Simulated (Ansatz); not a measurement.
Here is an Ansatz 0.2.0 calculation.

input.yaml

```yaml
crystal:
  lattice:
    - [5.5332095099, 0.0, 0.0]
    - [-1.84440317, 5.2167599549, 0.0]
    - [0.0, 0.0, 22.5178466464]
  atoms:
    - { symbol: W, position: [0.25, 0.25, 0.355273758] }
    - { symbol: W, position: [0.25, 0.75, 0.355273758] }
    - { symbol: W, position: [0.75, 0.25, 0.355273758] }
    - { symbol: W, position: [0.75, 0.75, 0.355273758] }
    - { symbol: W, position: [0.5, 0.5, 0.4555907803] }
    - { symbol: W, position: [0.5, 0.0, 0.4555907803] }
    - { symbol: W, position: [0.0, 0.5, 0.4555907803] }
    - { symbol: W, position: [0.0, 0.0, 0.4555907803] }
    - { symbol: W, position: [0.75, 0.75, 0.5559078025] }
    - { symbol: W, position: [0.75, 0.25, 0.5559078025] }
    - { symbol: W, position: [0.25, 0.75, 0.5559078025] }
    - { symbol: W, position: [0.25, 0.25, 0.5559078025] }
    - { symbol: Cl, position: [0.9166666667, 0.5833333333, 0.6882472774] }
    - { symbol: Cl, position: [1.1639977299, 0.3900454491, 0.6882472774] }
hamiltonian:
  xc: revpbe
  pseudopotentials: { kind: paw }
kpoints:
  mp_grid: { grid: [5, 5, 1] }
scf:
  occupations: { method: fermi_dirac, width: 0.05 }
output:
  forces: true
  eigenvalues: true
relax:
  f_tol: 0.02
  max_steps: 40
  constraints: [{ sites: [0, 1, 2, 3] }]
efield:
  axis: 3
  dipole_correction: true
  ramp_width: 0.04
```

Potentials or basis: Ansatz PAW.

The run is started by

```bash
$ ansatz run input.yaml --threads 4 --pin off --max-ram 11264MiB --backend cpu --events-out ev --progress --plain --runs-dir out
```

Predict the dipole across the slab.

-0.037 e·Å.

Estimate the energy gained by relaxing.

347.1 meV/atom.

Estimate the work function of the lower face.

4.76 eV.

Predict the band gap on the k mesh.

none (metal or under the smearing width).

Step by step:
```csv
step,energy change (eV),largest force (eV/Å)
1,0.0000,2.7312
2,-0.4140,1.4142
3,-0.6545,2.1444
4,-1.1555,3.0573
5,-2.0631,3.4405
6,-3.1221,2.3673
7,-3.6934,2.0226
8,-4.1330,1.3464
9,-4.3736,0.9389
10,-4.6227,0.7203
11,-4.7895,0.5123
12,-4.8566,0.2244
13,-4.8592,0.2484
14,-4.8597,0.2400
```

Caveat: the PAW data sets come from PBE, with cores solved anew for the run's functional, which leaves a small shift of forces and pressure. Spin-orbit coupling is left out, which matters for the levels of W.
